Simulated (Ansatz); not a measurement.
From input file to script: Ga3Se (distorted cell) in Ansatz 0.2.0.

```yaml
crystal:
  lattice: { a: 4.57254, b: 4.374934, c: 4.301209, alpha: 88.00268, beta: 93.32733, gamma: 92.17308 }
  atoms:
    - { symbol: Ga, position: [0.0107, 0.4987, 0.4914] }
    - { symbol: Ga, position: [0.4976, 0.0011, 0.4926] }
    - { symbol: Ga, position: [0.4931, 0.507, 0.0046] }
    - { symbol: Se, position: [0.0054, 0.0025, 0.0128] }
kpoints:
  mp_grid: { grid: [3, 3, 3], shift: [0.5, 0.5, 0.5] }
hamiltonian:
  xc: pbe
  dispersion: d3bjatm
scf:
  algorithm: density_mixing
  n_extra_bands: 12
  occupations: { method: fermi_dirac, width: 0.15 }
output:
  populations: true
  eigenvalues: true
```

Launched from the shell:
```console
$ ansatz run input.yaml --threads 1 --pin off --max-ram 3072MiB --backend cpu --events-out ev --progress --plain --runs-dir out
scf.n_extra_bands = 12 over 28 filled bands (N_el = 55.0): the run solves 40 bands
Engine: ansatz 0.2.0, x86_64-unknown-linux-gnu
Pseudopotentials: kind: paw
Pseudopotential: Ga, paw, valence charge 13, recommended cutoff 420 eV (normal), Ga.paw.azcp
Pseudopotential: Se, paw, valence charge 16, recommended cutoff 420 eV (normal), Se.paw.azcp
Functional definition: PBE
  parameter kappa = 0.804
  parameter beta = 0.06672455060314922
  exchange = pbe_x(kappa = kappa, mu = beta*pi^2/3)
  correlation = pbe_c(beta = beta)
Crystal: 4 atoms, lattice volume = 85.791 Å³
Basis set: ecut = 420 eV, 1683 PW (Γ)
Bands: 40, of which v1, the nominal top of the filled ones, is band 28 counted from 1 (27 counted from 0)
Symmetry: 1 space group operations
Space group: P1 (ITA 1), of the structure as read, at distance tolerance 4.4e-5 Å
k-points: 14 of 27 (time reversal used)
Non-local potential: Ga, projectors of the file, l = 0: 2, l = 1: 2, l = 2: 3, l = 3: 1
Non-local potential: Se, projectors of the file, l = 0: 2, l = 1: 2, l = 2: 3, l = 3: 1
PAW form: soft (Blöchl's): semilocal exchange-correlation on the pseudo side does not see the compensation charge
PAW one-centre angular grid: Ga, 590 points (default); XC on 64 Gauss nodes
PAW one-centre angular grid: Se, 590 points (default); XC on 64 Gauss nodes
Initial density: superposition of atomic densities (neutral atoms: chi_scale 0, normalization atom), corrected by the library's trained network
Initial wavefunctions: pseudopotential atomic-orbital guess
Functional: x = pbe(κ = 0.804, μ = 0.2195149727645171), c = pbe(β = 0.06672455060314922)
SCF iter   1: F=—  HF=-16819.711526 eV  |F-HF|=—  |Δ(HF+E_count)|=         —  Δρ=2.84e-3  dr2=2.04e-2  ethr=1.77e-3  ⟨swp⟩=6.1  Hψ=2223  notcnv=0  defer=22
preconditioner: auto → Resta (q_TF=auto, 2.533 Å⁻¹)  ε∞=3.3  [insulator: Δε(μ)=0.704 eV  Ē_g=17.727 eV  σ=0.150 eV  W_gap=0.69  n_scr=26 (ndim 8)  ℏωp=26.9 eV  f_vac=0.000  D(μ)=0.67/eV (n_scr^D=0)  ε∞_Penn≈3.3]
SCF iter   2: F=—  HF=-16819.705776 eV  |F-HF|=—  |Δ(HF+E_count)|=   5.75e-3  Δρ=1.40e-3  dr2=4.19e-3  ethr=3.72e-5  ⟨swp⟩=1.0  Hψ=672  notcnv=0  defer=24
SCF iter   3: F=—  HF=-16819.704740 eV  |F-HF|=—  |Δ(HF+E_count)|=   1.04e-3  Δρ=6.92e-4  dr2=6.05e-4  ethr=7.62e-6  ⟨swp⟩=2.0  Hψ=818  notcnv=0  defer=24
SCF iter   4: F=—  HF=-16819.704466 eV  |F-HF|=—  |Δ(HF+E_count)|=   2.74e-4  Δρ=2.08e-4  dr2=6.04e-5  ethr=1.10e-6  ⟨swp⟩=2.0  Hψ=830  notcnv=0  defer=24
SCF iter   5: F=—  HF=-16819.704455 eV  |F-HF|=—  |Δ(HF+E_count)|=   1.11e-5  Δρ=6.60e-5  dr2=3.11e-6  ethr=1.10e-7  ⟨swp⟩=2.0  Hψ=826  notcnv=0  defer=24
SCF iter   6: F=—  HF=-16819.704457 eV  |F-HF|=—  |Δ(HF+E_count)|=   1.68e-6  Δρ=1.76e-5  dr2=2.16e-7  ethr=5.65e-9  ⟨swp⟩=2.0  Hψ=620  notcnv=0  defer=24
SCF iter   7: F=-16819.704457 eV  HF=-16819.704457 eV  |F-HF|=1.07e-8  |Δ(HF+E_count)|=   1.45e-7  Δρ=3.95e-6  dr2=1.12e-8  ethr=1.82e-10  ⟨swp⟩=7.6  Hψ=1970  notcnv=0
SCF 1 converged in 7 iterations: F = -16819.704457 eV  dr2 = 1.12e-8
  greatest PAW one-centre occupation: 1.000 electrons in one spin orbital (limit 2), on the Se atom at site 3 (counted from 0), in its partial waves of l = 2
SCF converged after 7 iterations
Free energy (F): -16819.704457 eV
Harris-Foulkes:  -16819.704457 eV  (|F-HF|=1.07e-8)
Internal energy: -16819.650579 eV  (E = F + TS)
E sigma→0 (E₀):  -16819.677518 eV
Entropy (-TS):   -0.053878 eV (-13.469 meV/atom)
Fermi energy:    8.653860 eV
--- Per-component energies (eV) ---
  E_band       = -517.764615
  E_kinetic    = 458.222377
  E_local      = -7804.492469  (includes V_loc(G=0)·N_el)
  E_nonlocal   = 668.289830
  E_hartree    = 3710.740343
  E_xc         = -311.897287
  E_vxc        = -271.359793  (∫ρ·V_xc dr)
  E_paw        = -7862.998088  (= ΣΔE_a)
  E_vpaw       = -989.897382  (= ΣTr[D̂ρ^β])
  E_aug_tail   = -0.000933  (compensation charges beyond the density's cutoff)
  E_ewald      = -5676.387722
  E_disp       = -1.126630  (pairwise vdW)
  E_smearing   = -0.053878  (= −TS)
  E_closure    = 0.000000  (closes the sum)
  Σ components = -16819.704457   (vs F -16819.704457, Δ=0.00e0)
--- Band table (eV; the first three rows and the last of 14) ---
  k-point 0: bands = ["-39.1778", "-39.1757", "-39.1685", "-39.1590", "-39.1580", "-6.1694", "-6.1448", "-6.1278", "-6.1222", "-6.1167", "-6.0758", "-6.0650", "-6.0311", "-6.0124", "-5.9823", "-5.9719", "-5.9532", "-5.9383", "-5.9286", "-5.9196", "-4.5446", "0.9674", "3.5547", "3.8556", "6.6044", "7.3604", "7.5783", "8.3255", "10.3223", "10.7360", "11.2600", "12.1740", "14.0235", "14.3593", "15.5942", "15.8464", "16.3782", "17.3992", "17.9240", "19.4520"]
  k-point 1: bands = ["-39.1778", "-39.1757", "-39.1685", "-39.1590", "-39.1580", "-6.1280", "-6.1184", "-6.1077", "-6.0973", "-6.0767", "-6.0653", "-6.0505", "-6.0406", "-6.0273", "-6.0232", "-6.0054", "-5.9861", "-5.9715", "-5.9445", "-5.9230", "-4.2478", "0.7938", "2.7840", "5.0072", "5.4749", "6.2211", "7.2380", "9.9537", "10.2365", "10.6687", "10.9936", "11.9753", "13.2675", "14.4744", "14.7552", "15.1400", "18.3499", "19.1188", "20.1664", "20.5904"]
  k-point 2: bands = ["-39.1778", "-39.1757", "-39.1685", "-39.1590", "-39.1580", "-6.1573", "-6.1538", "-6.1309", "-6.1233", "-6.1202", "-6.0774", "-6.0622", "-6.0451", "-6.0023", "-5.9839", "-5.9712", "-5.9498", "-5.9460", "-5.9248", "-5.9122", "-4.5471", "0.9996", "3.5856", "3.8963", "6.5289", "7.1767", "7.5012", "8.2619", "10.4641", "10.7011", "11.4247", "12.3269", "14.0076", "14.0724", "15.6775", "16.4438", "16.7603", "17.1841", "17.9227", "18.8265"]
  k-point 13: bands = ["-39.1777", "-39.1757", "-39.1685", "-39.1589", "-39.1580", "-6.2595", "-6.1473", "-6.1352", "-6.1224", "-6.0868", "-6.0767", "-6.0595", "-6.0317", "-6.0103", "-5.9980", "-5.9771", "-5.9493", "-5.9429", "-5.9318", "-5.9053", "-3.8016", "3.3366", "3.6176", "3.7113", "3.8371", "4.1963", "4.2970", "5.4402", "12.1492", "12.9654", "13.3419", "16.5250", "17.2217", "17.5734", "17.7936", "18.0169", "18.4802", "19.7211", "20.0610", "20.3821"]
--- Löwdin populations: 4 sites ---
  site symbol       q [e]
     0     Ga     12.9660
     1     Ga     12.9630
     2     Ga     12.9575
     3     Se     16.0117
  spilling = 0.001849 (of n_electrons = 55.000000)
```

Script `ga3se.py`:
```python
# -*- coding: utf-8 -*-
from pathlib import Path
import json

import ansatz as az

cell = (
    az.Lattice.from_parameters(4.57254, 4.374934, 4.301209, alpha=88.00268, beta=93.32733, gamma=92.17308)
    .atom("Ga", (0.0107, 0.4987, 0.4914))
    .atom("Ga", (0.4976, 0.0011, 0.4926))
    .atom("Ga", (0.4931, 0.507, 0.0046))
    .atom("Se", (0.0054, 0.0025, 0.0128))
)

calculation = (
    cell.calculation()
    .functional(az.Functional.PBE, dispersion="d3bjatm")
    .occupations("fermi_dirac", width=0.15)
    .scf(extra_bands=12, algorithm="density_mixing")
    .kpoints(mesh=(3, 3, 3), shift=0.5)
    .compute(band_table=True, populations=True)
)
def show(event):
    row = event["data"]
    if event["event"] == "scf_iter" and row.get("harris_foulkes_ev") is not None:
        print(f"  iteration {row['iter']:3d}  Harris-Foulkes {row['harris_foulkes_ev']:.5f} eV  residual {row['dr2_ev']:.2e}")


result = calculation.session().plan().execute(on_event=show)
report = result.report

energy = report["free_energy_ev"]
print("Ga3Se: {:.6f} eV = {:.6f} Ry = {:.6f} Ha".format(energy, energy / 13.605693, energy / 27.211386))
print("Fermi level {:.4f} eV, {} k-points, {} symmetry operations".format(report["fermi_energy_ev"], report["n_kpoints"], report["n_symmetry_ops"]))

print("band  energy (eV)  occupation, at k =", report["kpoints_frac"][0])
for band, (e, occ) in enumerate(zip(report["eigenvalues_ev"][0], report["occupations"][0]), start=1):
    print(f"{band:4d} {e:12.4f} {occ:9.4f}")

files = Path(result.write_results("tables"))
print((files / "populations.tsv").read_text())

keep = ["free_energy_ev", "energy_sigma0_ev", "fermi_energy_ev", "n_iterations", "converged", "magnetization_mub", "n_kpoints"]
with open("ga3se.json", "w") as handle:
    json.dump({key: report[key] for key in keep}, handle, indent=1)
```

```console
$ python ga3se.py
DeckWarning: basis.ecutwfc = 420 eV, auto-derived from the records' recommended cutoffs: set by Ga (normal level)
  iteration   1  Harris-Foulkes -16819.71153 eV  residual 2.04e-02
  iteration   2  Harris-Foulkes -16819.70578 eV  residual 4.19e-03
  iteration   3  Harris-Foulkes -16819.70474 eV  residual 6.05e-04
  iteration   4  Harris-Foulkes -16819.70447 eV  residual 6.04e-05
  iteration   5  Harris-Foulkes -16819.70446 eV  residual 3.11e-06
  iteration   6  Harris-Foulkes -16819.70446 eV  residual 2.16e-07
  iteration   7  Harris-Foulkes -16819.70446 eV  residual 1.12e-08
Ga3Se: -16819.704457 eV = -1236.225487 Ry = -618.112744 Ha
Fermi level 8.6539 eV, 14 k-points, 1 symmetry operations
band  energy (eV)  occupation, at k = [0.16666666666666666, 0.16666666666666666, 0.16666666666666666]
   1     -39.1778    2.0000
   2     -39.1757    2.0000
   3     -39.1685    2.0000
   4     -39.1590    2.0000
   5     -39.1580    2.0000
   6      -6.1694    2.0000
   7      -6.1448    2.0000
   8      -6.1278    2.0000
   9      -6.1222    2.0000
  10      -6.1167    2.0000
  11      -6.0758    2.0000
  12      -6.0650    2.0000
  13      -6.0311    2.0000
  14      -6.0124    2.0000
  15      -5.9823    2.0000
  16      -5.9719    2.0000
  17      -5.9532    2.0000
  18      -5.9383    2.0000
  19      -5.9286    2.0000
  20      -5.9196    2.0000
  21      -4.5446    2.0000
  22       0.9674    2.0000
  23       3.5547    2.0000
  24       3.8556    2.0000
  25       6.6044    2.0000
  26       7.3604    1.9996
  27       7.5783    1.9985
  28       8.3255    1.7986
  29      10.3223    0.0000
  30      10.7360    0.0000
  31      11.2600    0.0000
  32      12.1740    0.0000
  33      14.0235    0.0000
  34      14.3593    0.0000
  35      15.5942    0.0000
  36      15.8464    0.0000
  37      16.3782    0.0000
  38      17.3992    0.0000
  39      17.9240    0.0000
  40      19.4520    0.0000
# site	symbol	l	j	q
# orbitals = lowdin
# n_electrons = 55.000000
# spilling = 0.001849
0	Ga	0_4S	-	1.558663
0	Ga	1_4P	-	1.413673
0	Ga	2_3D	-	9.993709
1	Ga	0_4S	-	1.536067
1	Ga	1_4P	-	1.433734
1	Ga	2_3D	-	9.993198
2	Ga	0_4S	-	1.520176
2	Ga	1_4P	-	1.444335
2	Ga	2_3D	-	9.993004
3	Se	0_4S	-	1.825223
3	Se	1_4P	-	4.187469
3	Se	2_3D	-	9.999051
```
(Warnings from the package without file and line.)

Caveats:
- The settings weren't tested for convergence.
- Dispersion corrections can be off by several per cent in the lattices of metals, and by several GPa in the pressure at a fixed cell.
- For a metal this mesh is far too coarse, so the numbers only illustrate the procedure.
- The zero of the levels is a convention of the potentials, so an absolute Fermi energy is no work function.
- The cell is a database structure, distorted on purpose.
- Levels are Kohn-Sham eigenvalues on this mesh, without spin-orbit coupling.
- It ran for 3.1 s on 1 thread of Intel(R) Xeon(R) 6975P-C (Granite Rapids), with other jobs on the host, peak memory 0.4 GiB.

(A comment or docstring line of the script was reworded after the run, the code is as it ran; lines on the test bed's own set-up are left out of the output.)
